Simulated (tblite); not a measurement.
# CH6BNSi (SMILES BC1N[SiH2]1): GFN2-xTB

Aim: the response to a field of CH6BNSi. Input form: a Python script.

The results are computed with tblite 0.8.0.

33 further runs of the same task are left out: 33 set aside as unsound or not needed.

## (1) The system as given

The species is CH6BNSi (10 atoms), meant as a singlet with charge 0. As SMILES, `BC1N[SiH2]1`. The shape is that of a GFN2-xTB optimisation.

Bond lengths: B1–C2 1.508 Å, C2–N3 1.493 Å, C2–Si4 1.923 Å, N3–Si4 1.706 Å, B1–H5 1.170 Å, B1–H6 1.173 Å, C2–H7 1.088 Å, N3–H8 1.009 Å, Si4–H9 1.446 Å, Si4–H10 1.457 Å. Some angles: B1–C2–N3 120.7°, B1–C2–Si4 113.2°, N3–C2–Si4 58.3°, C2–N3–Si4 73.6°, C2–Si4–N3 48.1°, B1–C2–H7 121.0°, N3–C2–H7 114.6°, Si4–C2–H7 111.9°, C2–B1–H5 120.7°, C2–B1–H6 118.7°.

## (2) The response to a field at GFN2-xTB

The input, input.xyz:

```xyz
10

B     -1.257150     1.017880     0.149960
C      0.085700     0.556450    -0.356860
N      0.234910    -0.776120    -1.013750
Si     0.772720    -0.967230     0.593830
H     -2.184060     0.305380     0.118780
H     -1.344270     2.087810     0.622550
H      0.869670     1.271550    -0.599390
H      0.745080    -0.800250    -1.883380
H     -0.092320    -1.825000     1.373120
H      2.169720    -0.870480     0.995140
```

The input, xtb_job.py:

```python
"""GFN2-xTB finite-field polarizability"""
import json
import numpy as np
from tblite.interface import Calculator
from tblite.library import ffi
from tblite.interface import symbols_to_numbers

symbols = list(map(str, np.loadtxt("input.xyz", skiprows=2, usecols=0, dtype=str, ndmin=1)))
numbers = np.array(symbols_to_numbers(symbols))
positions = np.loadtxt("input.xyz", skiprows=2, usecols=(1, 2, 3), ndmin=2) / 0.5291772

def dipole(field):
    xtb = Calculator("GFN2-xTB", numbers, positions, charge=0, uhf=0)
    xtb.set("verbosity", 0)
    xtb.set("accuracy", 0.01)
    xtb.add("electric-field", ffi.new("double[3]", list(field)))
    return xtb.singlepoint()

F = 0.001  # field step, atomic units
res = dipole([0.0, 0.0, 0.0])
alpha = np.array([(dipole(F * v).get('dipole') - dipole(-F * v).get('dipole')) / (2 * F) for v in np.eye(3)])
print(f"E = {res.get('energy'):.8f} Eh")
print("polarizability tensor (bohr^3)")
for row in alpha:
    print("".join(f"{v:12.4f}" for v in row))
w = np.linalg.eigvalsh((alpha + alpha.T) / 2)
print("principal values", np.round(w, 3), " isotropic %.3f" % w.mean())
out = {k: np.asarray(res.get(k)).tolist() for k in ("energy", "gradient", "charges", "dipole", "orbital-energies", "orbital-occupations")}
out.update(symbols=symbols, positions=(positions * 0.529177210903).tolist(), alpha=alpha.tolist())
json.dump(out, open("results.json", "w"))
```

Started as:

```
python xtb_job.py
```

Q: Predict the results. Wanted: total energy; dipole moment; HOMO energy; LUMO energy; HOMO–LUMO gap; largest force on an atom; mean static polarisability.

**Answer.** As computed:

Level: GFN2-xTB.

```
                  quantity         value
              total energy  -11.03905 Eh
             dipole moment        2.85 D
               HOMO energy      -9.48 eV
               LUMO energy      -6.26 eV
             HOMO–LUMO gap       3.21 eV
  largest force on an atom    0.007 eV/Å
mean static polarisability    51.7 bohr³
```
